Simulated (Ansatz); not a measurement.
**CH5AlClN: a ladder of functionals and wavefunction methods**

An exercise on one series of results from a longer session: the logs are not shown, and one member is left open.

Method: functionals in def2-TZVPP, the program's frozen cores in correlated methods; program: Ansatz 0.2.0, Gaussian basis.

Plan: LDA (SPW92), PBE-D4, revPBE-D4, BLYP-D4, r2SCAN-D4, B97M-V, PBE0-D4, B3LYP-D4, r2SCANh-D4, r2SCAN0-D4, HSE06-D4, BHLYP-D4, CAM-B3LYP-D4, LC-ωPBE, ωB97X-V, ωB97M-V, B2PLYP, PBE-QIDH; CCSD(T)/def2-SVP; CCSD(T)/def2-TZVPP; MP2/def2-QZVPP; extrapolation to the limit; RPA on PBE.

## The relaxed structure

The geometry comes from an earlier relaxation with PBE0-D4 in a triple-zeta def2 set; it is a stationary point, not always the lowest conformer.

9 atoms, charge 0, spin multiplicity 1.

Atoms are counted from 1 here; the program's logs count them from 0.

Bond lengths: N1–Al2 1.766 Å, N1–H5 1.007 Å, N1–H6 1.007 Å, Al2–C3 1.957 Å, Al2–H7 1.578 Å, C3–Cl4 1.830 Å, C3–H8 1.088 Å, C3–H9 1.088 Å. Angles: Al2–N1–H5 125.6°, Al2–N1–H6 124.1°, H5–N1–H6 110.1°, N1–Al2–C3 118.7°, N1–Al2–H7 120.1°, C3–Al2–H7 121.2°, Al2–C3–Cl4 91.0°, Al2–C3–H8 119.6°, Al2–C3–H9 119.9°, Cl4–C3–H8 106.4°, Cl4–C3–H9 106.3°, H8–C3–H9 109.8°.

The first run:

Contents of in.yaml:

```yaml
crystal:
  periodic: [false, false, false]
  atoms:
    - {symbol: N, position_ang: [-0.111271, 1.745312, 0.337448]}
    - {symbol: Al, position_ang: [0.517875, 0.290699, -0.442227]}
    - {symbol: C, position_ang: [-0.454870, -1.392244, -0.213631]}
    - {symbol: Cl, position_ang: [0.724254, -1.937225, 1.074692]}
    - {symbol: H, position_ang: [-0.949132, 1.795988, 0.893331]}
    - {symbol: H, position_ang: [0.377014, 2.625541, 0.367076]}
    - {symbol: H, position_ang: [1.846627, 0.358500, -1.290256]}
    - {symbol: H, position_ang: [-1.438420, -1.385294, 0.252480]}
    - {symbol: H, position_ang: [-0.423578, -2.147577, -0.996112]}
basis:
  gaussian: {orbitals: def2-TZVPP}
hamiltonian: {xc: lda}
output: {orbitals: {seedname: orbitals}}
```

Run with:

```sh
> ansatz run in.yaml --threads 2 --pin off --events-out ev --progress --plain --max-ram 4352MiB
```

Steps of the session up to this table: LDA; PBE-D4 (GGA); revPBE-D4 (GGA); BLYP-D4 (GGA); r2SCAN-D4 (meta-GGA); B97M-V (meta-GGA); B3LYP-D4 (hybrid); r2SCANh-D4 (hybrid); r2SCAN0-D4 (hybrid); HSE06-D4 (hybrid); BHLYP-D4 (hybrid); CAM-B3LYP-D4 (range-separated); LC-ωPBE (range-separated); ωB97X-V (range-separated); ωB97M-V (range-separated); B2PLYP (double hybrid); PBE-QIDH (double hybrid).

One of the session's tables, all rows but one given; the rest of the session is left out.

| functional | HOMO (eV) | gap (eV) |
| --- | --- | --- |
| LDA (SPW92) | -6.18 | 4.77 |
| PBE-D4 | -6.00 | 4.80 |
| revPBE-D4 | ? | ? |
| BLYP-D4 | -5.87 | 4.77 |
| r2SCAN-D4 | -6.29 | 5.41 |
| B97M-V | -6.36 | 5.35 |
| PBE0-D4 | -7.37 | 7.04 |
| B3LYP-D4 | -7.13 | 6.55 |
| r2SCANh-D4 | -6.81 | 6.24 |
| r2SCAN0-D4 | -7.58 | 7.45 |
| HSE06-D4 | -6.97 | 6.26 |
| BHLYP-D4 | -8.65 | 9.11 |
| CAM-B3LYP-D4 | -8.80 | 9.41 |
| LC-ωPBE | -10.22 | 11.98 |
| ωB97X-V | -9.83 | 11.43 |
| ωB97M-V | -9.71 | 11.02 |

Q: Estimate the row for revPBE-D4 from the others.

As computed: HOMO (eV): -5.94; gap (eV): 4.83. In the column «HOMO (eV)» it lies between PBE-D4 (-6.00) and BLYP-D4 (-5.87).
